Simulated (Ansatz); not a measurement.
# Co2W: the cost of one run

Method: DFT PBE, scalar-relativistic, plane waves, PAW, in Ansatz 0.2.0.

### Step 1. The structure to begin with

The structure is hexagonal, space group P6_3/mmc (No. 194). Conventional cell: a = 2.627 Å, b = 2.627 Å, c = 12.804 Å, α = 90.00°, β = 90.00°, γ = 120.00°. Co (site symmetry 3m) has 9 Co at 2.62 to 2.63 Å and 3 W at 2.62 Å as nearest neighbours. W (site symmetry -6m2) has 6 Co at 2.62 Å and 6 W at 2.63 Å as nearest neighbours.

As a file:

```
CELL_PARAMETERS angstrom
2.62668 0.00000 0.00000
-1.31334 2.27477 0.00000
0.00000 0.00000 12.80433
ATOMIC_POSITIONS crystal
Co 0.33333 0.66667 0.91667
Co 0.33333 0.66667 0.58333
Co 0.66667 0.33333 0.08333
Co 0.66667 0.33333 0.41667
W 0.33333 0.66667 0.25000
W 0.66667 0.33333 0.75000
```

The start is an ordering of an alloy on its end members' structure types: elements ordered on the sites of the Cr type, Co/W on Cr (P6_3/mmc, No. 194).

### Step 2. A first look at the guess

Contents of input.yaml:

```yaml
crystal:
  lattice:
    - [2.62667829, 0.0, 0.0]
    - [-1.31333915, 2.27477013, 0.0]
    - [0.0, 0.0, 12.80433017]
  atoms:
    - { symbol: Co, position: [0.33333333, 0.66666667, 0.91666667], spin: 3.0 }
    - { symbol: Co, position: [0.33333333, 0.66666667, 0.58333333], spin: 3.0 }
    - { symbol: Co, position: [0.66666667, 0.33333333, 0.08333333], spin: 3.0 }
    - { symbol: Co, position: [0.66666667, 0.33333333, 0.41666667], spin: 3.0 }
    - { symbol: W, position: [0.33333333, 0.66666667, 0.25] }
    - { symbol: W, position: [0.66666667, 0.33333333, 0.75] }
basis:
  ecutwfc: 420
kpoints:
  mp_grid: { grid: [6, 6, 2] }
hamiltonian:
  xc: pbe
scf:
  occupations: { method: gaussian, width: 0.1 }
  lower_state_search: "off"
output:
  forces: true
  stress: true
  eigenvalues: true
  populations: true
magnetization:
  spin_polarized: true
```

Command:

```
> ansatz run input.yaml --threads 1 --pin off --max-ram 2560MiB --backend cpu --events-out ev --progress --plain --runs-dir out
```

**Question.** How long does this run take on 1 thread of Intel Xeon Platinum 8375C at 2.90GHz (Ice Lake), shared host, and how much memory does it need?

About 12 s, with a peak of 0.48 GiB.
